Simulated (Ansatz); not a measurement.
Ta3AsAu2O13:

```
CELL_PARAMETERS angstrom
5.24237 3.02668 4.14273
-5.24237 3.02668 4.14273
0.00000 -6.05337 4.14273
ATOMIC_POSITIONS crystal
Ta 0.23108 0.57229 0.23108
Ta 0.23108 0.23108 0.57229
Ta 0.57229 0.23108 0.23108
As 0.55878 0.55878 0.55878
Au 0.96559 0.96559 0.96559
Au 0.75105 0.75105 0.75105
O 0.40884 0.66762 0.40884
O 0.40884 0.40884 0.66762
O 0.66762 0.40884 0.40884
O 0.49726 0.01313 0.36024
O 0.36024 0.49726 0.01313
O 0.01313 0.36024 0.49726
O 0.36024 0.01313 0.49726
O 0.01313 0.49726 0.36024
O 0.49726 0.36024 0.01313
O 0.10963 0.74806 0.10963
O 0.10963 0.10963 0.74806
O 0.74806 0.10963 0.10963
O 0.30840 0.30840 0.30840
```

The cell was built by a generator and needn't be a form met in nature.

| Quantity | Value |
| --- | --- |
| Program | Ansatz 0.2.0 |
| Task | relaxation of cell and atoms |
| Functional | r2SCAN |
| Dispersion | D4 |
| Potentials or basis | Ansatz PAW soft_1 |
| Cutoff | 500 eV (not typed: the program's choice for these potentials) |
| k mesh | 3 × 3 × 3 |
| Occupations | fermi-dirac, width 0.05 eV |
| Spin | no spin polarisation |

At the start: volume 20.76 Å³/atom.

How do energy, volume and symmetry change on relaxing?

It ends after 8 steps and the volume is 19.65 Å³/atom (-5.3 %); space group R3m (No. 160, to 0.05 Å).

Step by step:
```tsv
step	energy change (eV)	largest force (eV/Å)	volume (Å³)
1	0.0000	0.5622	394.40
2	-0.1555	0.4346	375.87
3	-0.1831	0.1159	375.08
4	-0.1881	0.0436	373.98
5	-0.1895	0.0164	373.41
6	-0.1896	0.0113	373.40
7	-0.1896	0.0068	373.41
8	-0.1813	0.0066	373.41
```

Final structure:
```
CELL_PARAMETERS angstrom
5.20208 3.00342 3.98323
-5.20208 3.00342 3.98323
0.00000 -6.00685 3.98323
ATOMIC_POSITIONS crystal
Ta 0.22861 0.56976 0.22861
Ta 0.22861 0.22861 0.56976
Ta 0.56976 0.22861 0.22861
As 0.56245 0.56245 0.56245
Au 0.97594 0.97594 0.97594
Au 0.75785 0.75785 0.75785
O 0.41129 0.66632 0.41129
O 0.41129 0.41129 0.66632
O 0.66632 0.41129 0.41129
O 0.49535 0.00963 0.35878
O 0.35878 0.49535 0.00963
O 0.00963 0.35878 0.49535
O 0.35878 0.00963 0.49535
O 0.00963 0.49535 0.35878
O 0.49535 0.35878 0.00963
O 0.11051 0.74955 0.11051
O 0.11051 0.11051 0.74955
O 0.74955 0.11051 0.11051
O 0.30193 0.30193 0.30193
```

Caveat: the plane-wave basis is chosen anew once the cell has moved, so the energies of steps on either side of that aren't comparable; the PAW data sets come from PBE, with cores solved anew for the run's functional, which leaves a small shift of forces and pressure.
